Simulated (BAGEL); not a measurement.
**B3LYP/6-31G(d) (density fitting with qzvpp-jkfit, spherical functions) run of B2NH4Cl (SMILES BNBCl)**

What is the energy change on altering one bond length of B2NH4Cl at B3LYP/6-31G* (density fitting with qzvpp-jkfit, spherical functions)? 

The calculation is run with BAGEL 1.2.2.

1 further run of the same task is left out (set aside as unsound or not needed).

### 1 Starting point

The species is B2NH4Cl (8 atoms), meant as a singlet with charge 0. As SMILES, `BNBCl`. The shape is that of a GFN2-xTB optimisation. This is one conformer, not always the lowest.

Bond lengths: B1–N2 1.414 Å, N2–B3 1.417 Å, B3–Cl4 1.701 Å, B1–H5 1.167 Å, B1–H6 1.170 Å, N2–H7 1.011 Å, B3–H8 1.174 Å. Angles: B1–N2–B3 130.6°, N2–B3–Cl4 121.0°, B1–N2–H7 115.4°, B3–N2–H7 114.0°, N2–B1–H5 119.6°, N2–B1–H6 118.4°, N2–B3–H8 120.2°, Cl4–B3–H8 118.8°, H5–B1–H6 122.0°.

### 2 A single-point energy at B3LYP/6-31G(d) (density fitting with qzvpp-jkfit, spherical functions)

File input.json:

```json
{ "bagel": [

{
  "title": "molecule",
  "basis": "6-31gs.json",
  "df_basis": "qzvpp-jkfit",
  "angstrom": true,
  "geometry": [
    { "atom": "B", "xyz": [       0.119760,       1.186110,      -0.529060 ] },
    { "atom": "N", "xyz": [      -0.027290,       0.190150,       0.463460 ] },
    { "atom": "B", "xyz": [      -0.107510,      -1.219800,       0.350540 ] },
    { "atom": "Cl", "xyz": [      -0.030010,      -1.983590,      -1.167180 ] },
    { "atom": "H", "xyz": [       0.193210,       0.874390,      -1.651160 ] },
    { "atom": "H", "xyz": [       0.164800,       2.305620,      -0.191760 ] },
    { "atom": "H", "xyz": [      -0.084540,       0.530670,       1.413790 ] },
    { "atom": "H", "xyz": [      -0.228410,      -1.883540,       1.311370 ] }
  ]
},

{ "title": "ks", "xc_func": "b3lyp" },

{ "title": "print", "file": "orbitals.molden", "orbitals": true }

]}
```

The basis set 6-31G* is read from a file made from the Basis Set Exchange's data (not shown).

Command:

```sh
$ BAGEL_NUM_THREADS=1 BAGEL input.json > input.out
```

Log:

```text
* using 1 threads per process

  ===============================================================
  ===============================================================

  *** Geometry ***

  { "atom" : "B", "xyz" : [      0.226314,      2.241423,     -0.999779 ] },
  { "atom" : "N", "xyz" : [     -0.051571,      0.359331,      0.875812 ] },
  { "atom" : "B", "xyz" : [     -0.203164,     -2.305088,      0.662425 ] },
  { "atom" : "Cl", "xyz" : [     -0.056711,     -3.748442,     -2.205651 ] },
  { "atom" : "H", "xyz" : [      0.365114,      1.652358,     -3.120240 ] },
  { "atom" : "H", "xyz" : [      0.311427,      4.356990,     -0.362374 ] },
  { "atom" : "H", "xyz" : [     -0.159757,      1.002821,      2.671676 ] },
  { "atom" : "H", "xyz" : [     -0.431632,     -3.559375,      2.478130 ] },

  Number of auxiliary basis functions:      427

  Since a DF basis is specified, we compute 2- and 3-index integrals:
    o Being stored without compression. Storage requirement is 0.016 GB

  Number of basis functions:       68
  Number of electrons      :       38

    * METHOD: MOLECULE                             0.12

  *** Kohn-Sham DFT ***

    * Removing 15240 points whose weight is below 1.00e-10
    * Grid points: 104008

  === Nuclear Repulsion ===
   127.5774278340

       - DIIS with orbital gradients will be used.

  === KS iteration (b3lyp / 6-31gs.json) ===
      0       -517.49462798          0.13446674           0.25
      1       -414.50183725          0.21573574           0.23
      2       -465.87947994          0.08407102           0.24
      3       -520.87737971          0.15956269           0.32
      4       -529.50470553          0.17325240           0.20
      5       -529.53834391          0.17507982           0.24
      6       -530.07162491          0.17283006           0.26
      7       -529.26568940          0.18014728           0.24
      8       -501.52411083          0.14037326           0.23
      9       -549.00901144          0.11438646           0.23
     10       -559.19375523          0.10307392           0.23
     11       -566.92106251          0.02627106           0.23
     12       -566.89388623          0.02541898           0.24
     13       -567.12652998          0.00865720           0.24
     14       -567.14308973          0.00438541           0.26
     15       -567.15180748          0.00237142           0.26
     16       -567.15463055          0.00014471           0.28
     17       -567.15463479          0.00002336           0.24
     18       -567.15463499          0.00001105           0.24
     19       -567.15463505          0.00000257           0.23
     20       -567.15463505          0.00000137           0.25
     21       -567.15463505          0.00000041           0.24
     22       -567.15463505          0.00000009           0.27
     23       -567.15463505          0.00000003           0.26
     24       -567.15463505          0.00000001           0.23
     25       -567.15463505          0.00000000           0.23
    * SCF iteration converged.

    * Permanent dipole moment:
           (    0.039937,    -0.315417,    -0.716560) a.u.

    * METHOD: KS                                   6.77

    * METHOD: PRINT                                0.01

  ===============================================================
```

It took 7.2 s on 1 thread of Intel Xeon 6975P-C (Granite Rapids), shared host; peak memory 0.34 GiB.

### 3 The distorted shape at the same level

File input.json:

```json
{ "bagel" : [

{
  "title" : "molecule",
  "basis" : "6-31gs.json",
  "df_basis" : "qzvpp-jkfit",
  "angstrom" : true,
  "geometry" : [
    { "atom" : "B", "xyz" : [       0.137891,       1.285647,      -0.673150 ] },
    { "atom" : "N", "xyz" : [      -0.009159,       0.289687,       0.319370 ] },
    { "atom" : "B", "xyz" : [      -0.089379,      -1.120263,       0.206450 ] },
    { "atom" : "Cl", "xyz" : [      -0.011879,      -1.884053,      -1.311270 ] },
    { "atom" : "H", "xyz" : [       0.211341,       0.973927,      -1.795250 ] },
    { "atom" : "H", "xyz" : [       0.182931,       2.405157,      -0.335850 ] },
    { "atom" : "H", "xyz" : [      -0.066409,       0.630207,       1.269700 ] },
    { "atom" : "H", "xyz" : [      -0.228410,      -1.883540,       1.311370 ] }
  ]
},

{
  "title" : "ks",
  "xc_func" : "b3lyp"
},

{
  "title" : "print",
  "file" : "orbitals.molden",
  "orbitals" : true
}

]}
```

The basis set 6-31G* is read from a file made from the Basis Set Exchange's data (not shown).

Command:

```sh
$ BAGEL_NUM_THREADS=1 BAGEL input.json > input.out
```

Log:

```text
* using 1 threads per process

  ===============================================================
  ===============================================================

  *** Geometry ***

  { "atom" : "B", "xyz" : [      0.260576,      2.429521,     -1.272069 ] },
  { "atom" : "N", "xyz" : [     -0.017308,      0.547429,      0.603522 ] },
  { "atom" : "B", "xyz" : [     -0.168902,     -2.116990,      0.390134 ] },
  { "atom" : "Cl", "xyz" : [     -0.022448,     -3.560344,     -2.477941 ] },
  { "atom" : "H", "xyz" : [      0.399377,      1.840455,     -3.392531 ] },
  { "atom" : "H", "xyz" : [      0.345689,      4.545088,     -0.634665 ] },
  { "atom" : "H", "xyz" : [     -0.125495,      1.190919,      2.399385 ] },
  { "atom" : "H", "xyz" : [     -0.431632,     -3.559375,      2.478130 ] },

  Number of auxiliary basis functions:      427

  Since a DF basis is specified, we compute 2- and 3-index integrals:
    o Being stored without compression. Storage requirement is 0.016 GB

  Number of basis functions:       68
  Number of electrons      :       38

    * METHOD: MOLECULE                             0.14

  *** Kohn-Sham DFT ***

    * Removing 15047 points whose weight is below 1.00e-10
    * Grid points: 104201

  === Nuclear Repulsion ===
   126.9351093217

       - DIIS with orbital gradients will be used.

  === KS iteration (b3lyp / 6-31gs.json) ===
      0       -517.48508983          0.13277392           0.26
      1       -414.20383808          0.21536988           0.26
      2       -465.95778060          0.08274051           0.30
      3       -520.91089986          0.15896846           0.25
      4       -526.22213866          0.17351379           0.26
      5       -526.25884938          0.17373393           0.25
      6       -526.56821882          0.17289529           0.25
      7       -525.91777159          0.16659511           0.25
      8       -500.77625212          0.13465233           0.27
      9       -548.86019732          0.11367115           0.25
     10       -556.09645791          0.10735677           0.25
     11       -566.67733558          0.03651436           0.24
     12       -564.67209238          0.05163991           0.26
     13       -566.96674332          0.01691021           0.25
     14       -567.09715739          0.00995829           0.24
     15       -567.13726195          0.00366199           0.25
     16       -567.14558346          0.00127939           0.24
     17       -567.14605086          0.00050416           0.25
     18       -567.14611223          0.00017427           0.27
     19       -567.14612118          0.00001457           0.29
     20       -567.14612129          0.00000303           0.30
     21       -567.14612129          0.00000144           0.29
     22       -567.14612129          0.00000069           0.29
     23       -567.14612129          0.00000018           0.29
     24       -567.14612129          0.00000012           0.30
     25       -567.14612129          0.00000003           0.30
     26       -567.14612129          0.00000001           0.31
    * SCF iteration converged.

    * Permanent dipole moment:
           (    0.028519,    -0.371608,    -0.621627) a.u.

    * METHOD: KS                                   7.74

    * METHOD: PRINT                                0.01

  ===============================================================
```

Wall time 8.4 s (1 thread of Intel Xeon 6975P-C (Granite Rapids), shared host); peak memory 0.34 GiB.

### 4 What came out

At B3LYP/6-31G* (density fitting with qzvpp-jkfit, spherical functions):

| quantity | value |
| --- | --- |
| first shape: total energy | -567.15464 Eh |
| first shape: dipole moment | 1.99 D |
| first shape: HOMO energy | -8.37 eV |
| first shape: LUMO energy | -1.32 eV |
| first shape: HOMO–LUMO gap | 7.05 eV |
| distorted shape: total energy | -567.14612 Eh |
| distorted shape: dipole moment | 1.84 D |
| distorted shape: HOMO energy | -8.29 eV |
| distorted shape: LUMO energy | -1.37 eV |
| distorted shape: HOMO–LUMO gap | 6.93 eV |
| energy change with the B3–H8 bond stretched from 1.174 to 1.350 Å | 0.232 eV |

With the B3–H8 bond stretched from 1.174 to 1.350 Å the energy rises by 0.23 eV (22.4 kJ/mol). The first shape isn't relaxed at this level, so the change isn't measured from a minimum.
